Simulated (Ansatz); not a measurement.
# ClF₂H₃Si₂: a ladder of functionals and wavefunction methods

Aim: compute ClF₂H₃Si₂ with functionals from several rungs and with coupled cluster. The yardstick is the atomisation energy at the CCSD(T) limit.

Method: functionals in def2-TZVPP, the program's frozen cores in correlated methods; program: Ansatz 0.2.0, Gaussian basis.

Levels to be run: LDA (SPW92), PBE-D4, revPBE-D4, BLYP-D4, r2SCAN-D4, B97M-V, PBE0-D4, B3LYP-D4, r2SCANh-D4, r2SCAN0-D4, HSE06-D4, BHLYP-D4, CAM-B3LYP-D4, LC-ωPBE, ωB97X-V, ωB97M-V, B2PLYP, PBE-QIDH; CCSD(T)/def2-SVP; CCSD(T)/def2-TZVPP; MP2/def2-QZVPP; extrapolation to the limit; RPA on PBE.

**1. The relaxed structure**

An earlier PBE0-D4 in a triple-zeta def2 set relaxation fixed the geometry.

SMILES `F[Si](F)([SiH3])Cl`, 8 atoms, charge 0, spin multiplicity 1.

Atoms are counted from 1 here; the program's logs count them from 0.

Bond lengths: F1–Si2 1.585 Å, Si2–F3 1.585 Å, Si2–Si4 2.330 Å, Si2–Cl5 2.034 Å, Si4–H6 1.484 Å, Si4–H7 1.484 Å, Si4–H8 1.484 Å. Angles: F1–Si2–F3 106.4°, F1–Si2–Si4 111.5°, F1–Si2–Cl5 107.7°, F3–Si2–Si4 111.5°, F3–Si2–Cl5 107.7°, Si4–Si2–Cl5 111.9°, Si2–Si4–H6 108.3°, Si2–Si4–H7 109.5°, Si2–Si4–H8 108.3°, H6–Si4–H7 110.3°, H6–Si4–H8 110.2°, H7–Si4–H8 110.3°.

Coordinates:

```xyz
8
ClF2H3Si2
F     1.64444   -0.59837    1.43256
Si    1.08852   -0.25201   -0.01083
F     1.43204   -1.49520   -0.93219
Si   -1.20319    0.16724    0.03600
Cl    2.13863    1.34327   -0.71016
H    -1.44484    1.33304    0.92183
H    -1.91506   -1.02832    0.55310
H    -1.64845    0.47335   -1.34611
```

**2. LDA**

This LDA is Slater exchange with PW92 correlation.

Contents of in.yaml:

```yaml
crystal:
  periodic: [false, false, false]
  atoms:
    - {symbol: F, position_ang: [1.644445, -0.598374, 1.432560]}
    - {symbol: Si, position_ang: [1.088520, -0.252015, -0.010833]}
    - {symbol: F, position_ang: [1.432039, -1.495196, -0.932189]}
    - {symbol: Si, position_ang: [-1.203194, 0.167240, 0.036001]}
    - {symbol: Cl, position_ang: [2.138633, 1.343271, -0.710164]}
    - {symbol: H, position_ang: [-1.444837, 1.333042, 0.921835]}
    - {symbol: H, position_ang: [-1.915056, -1.028319, 0.553100]}
    - {symbol: H, position_ang: [-1.648450, 0.473352, -1.346109]}
basis:
  gaussian: {orbitals: def2-TZVPP}
hamiltonian: {xc: lda}
output: {orbitals: {seedname: orbitals}}
```

Launch:

```bash
$ ansatz run in.yaml --threads 4 --pin off --events-out ev --progress --plain --max-ram 10444MiB
```

The runs that follow: PBE-D4 (GGA); revPBE-D4 (GGA); BLYP-D4 (GGA); r2SCAN-D4 (meta-GGA); B97M-V (meta-GGA); PBE0-D4 (hybrid); B3LYP-D4 (hybrid); r2SCANh-D4 (hybrid); r2SCAN0-D4 (hybrid); HSE06-D4 (hybrid); BHLYP-D4 (hybrid); CAM-B3LYP-D4 (range-separated); LC-ωPBE (range-separated); ωB97X-V (range-separated); ωB97M-V (range-separated); B2PLYP (double hybrid); PBE-QIDH (double hybrid); CCSD(T) in def2-SVP; CCSD(T) in def2-TZVPP; MP2 in def2-QZVPP; RPA on PBE orbitals.

Before running them: what should the planned runs give, taken together? Wanted: atomisation energy, CCSD(T)/CBS; farthest beyond LDA; mean size of error, GGA; mean size of error, meta-GGA; mean size of error, hybrid; mean size of error, range-separated; mean size of error, double hybrid; gap, smallest and largest; T1 diagnostic.

As calculated:

| quantity | value |
| --- | --- |
| atomisation energy, CCSD(T)/CBS | 2822.0 kJ/mol |
| functionals within 14.1 kJ/mol (0.5 %) | PBE-D4, r2SCAN-D4, B97M-V, ωB97X-V, ωB97M-V |
| farthest beyond LDA | BHLYP-D4 (-103.3 kJ/mol) |
| mean size of error, GGA | 47.0 kJ/mol |
| mean size of error, meta-GGA | 5.6 kJ/mol |
| mean size of error, hybrid | 56.3 kJ/mol |
| mean size of error, range-separated | 18.5 kJ/mol |
| mean size of error, double hybrid | 53.8 kJ/mol |
| gap, smallest and largest | 6.37 eV (LDA (SPW92)), 13.45 eV (LC-ωPBE) |
| T1 diagnostic | 0.0121 |
| triples share of the correlation energy | 3.2 % |

**Reading.** LDA overbinds by 341.6 kJ/mol (12 %). PBE-D4 misses by -12.1 kJ/mol. Double hybrids carry the basis error of their MP2 part in triple zeta, and no dispersion term here, so their miss is partly the set-up's. Taken by rung, meta-GGA functionals do best (5.6 kJ/mol on average) and hybrid ones worst beyond LDA (56.3 kJ/mol). The mean of the hybrids holds BHLYP, with half exact exchange. The reference freezes the cores and leaves out relativity and excitations past (T), so misses under about 14.1 kJ/mol can't be ranked. Hartree-Fock recovers 75 % of the binding; the rest is correlation. CCSD(T) in def2-SVP is off by -262.1 kJ/mol, which most functionals beat. Orbital gaps span 6.4 to 13.4 eV; exact exchange widens them.
